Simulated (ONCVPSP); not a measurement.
**An ONCV potential for silicon, from input to tests**

Aim: build the potential from the settings below, then test how well it stands in for the atom: other configurations, scattering, ghost states and the plane-wave cutoff that it needs.

Method: ONCVPSP 4.0.1.1 (patched build), PBE, scalar-relativistic.

### 1 Starting point

The settings as typed:

```json
{"element": "silicon (Si, Z = 14)", "type": "optimised norm-conserving Vanderbilt (ONCV)", "frozen core": "[He]", "valence charge": "12", "reference configuration": "2s2 2p6 3s2 3p2", "partial waves": "2s+3s: rc 0.95 bohr, ncon 4, nbas 7, qcut 12 1/bohr, 3 projectors, debl 1 Ha; 2p+3p: rc 1.00 bohr, ncon 3, nbas 6, qcut 11.1 1/bohr, 2 projectors; d scattering state at 0.24 Ha: rc 0.75 bohr, ncon 4, nbas 7, qcut 11.7 1/bohr, 3 projectors, debl 3.5 Ha", "local potential": "polynomial inside 0.50 bohr (lpopt 5, dvloc0 0 Ha)", "core correction": "polynomial model core, fcfact 0.2"}
```

### 2 Generating the potential

File Si.dat:

```
# ATOM AND REFERENCE CONFIGURATION
# atsym  z   nc   nv     iexc    psfile
  Si 14.00    1    4        4      upf
#
#   n    l    f
    1    0    2.00
    2    0    2.00
    2    1    6.00
    3    0    2.00
    3    1    2.00
#
# PSEUDOPOTENTIAL AND OPTIMIZATION
# lmax
    2
#
#   l,   rc,      ep,       ncon, nbas, qcut
    0    0.95    0.00    4    7   12.00
    1    1.00    0.00    3    6   11.10
    2    0.75    0.24    4    7   11.70
#
# LOCAL POTENTIAL
# lloc, lpopt,  rc(5),   dvloc0
    4    5    0.50    0.00
#
# VANDERBILT-KLEINMAN-BYLANDER PROJECTORs
# l, nproj, debl
    0    3    1.00
    1    2    3.90
    2    3    3.50
#
# MODEL CORE CHARGE
# icmod, fcfact, rcfact
    1    0.20    0.00
#
# LOG DERIVATIVE ANALYSIS
# epsh1, epsh2, depsh
   -7.00    5.00    0.04
#
# OUTPUT GRID
# rlmax, drl
    6.00    0.01
#
# TEST CONFIGURATIONS
# ncnf
    4
# nvcnf
#   n    l    f
    4
    2    0    2.00
    2    1    6.00
    3    0    2.00
    3    1    1.00
#
    4
    2    0    2.00
    2    1    6.00
    3    0    2.00
    3    1    0.00
#
    4
    2    0    2.00
    2    1    6.00
    3    0    1.00
    3    1    0.00
#
    4
    2    0    1.00
    2    1    6.00
    3    0    2.00
    3    1    2.00
#
```

Started as:

```
$ oncvpsp.x < Si.dat > Si.out
```

What does the calculation give? Wanted: cutoffs for 1 and 0.1 mHa per electron, occupied waves; bound ghosts; GHOST(+) flags; largest test error; largest phase difference near zero energy, channels read; rms error of d²Exc/dn², without and with the model core.

**Answer**, as computed:

| quantity | value |
| --- | --- |
| cutoffs for 1 and 0.1 mHa per electron, occupied waves | 60 Ha and 135 Ha |
| bound ghosts | d at -90.52 eV |
| GHOST(+) flags | none at low energy |
| largest test error (AE − PS) | -629 meV, for 2s1 2p6 3s2 3p2 |
| largest phase difference near zero energy, channels read | 0.000 rad |
| rms error of d²Exc/dn², without and with the model core | 1.67 and 1.56 mHa |

In words: A bound ghost (d) makes it unfit for use: electrons can fall into a state that the atom doesn't have. The worst unpolarised test, 2s1 2p6 3s2 3p2, is off by 629 meV on 153.0 eV; by total energies transferability rates as poor. That test lies far up in energy; among those under 40 eV, nearer to bonding, the largest error is 3.0 meV. The potential is hard: the looser tolerance needs 60 Ha. Near zero energy the phases of the channels with partial waves agree within 0.001 rad. The pseudo curves have a pole with no partner nearby in the atom's: d at -3.41 Ha. These are tests on the free atom; a crystal test is still owed.
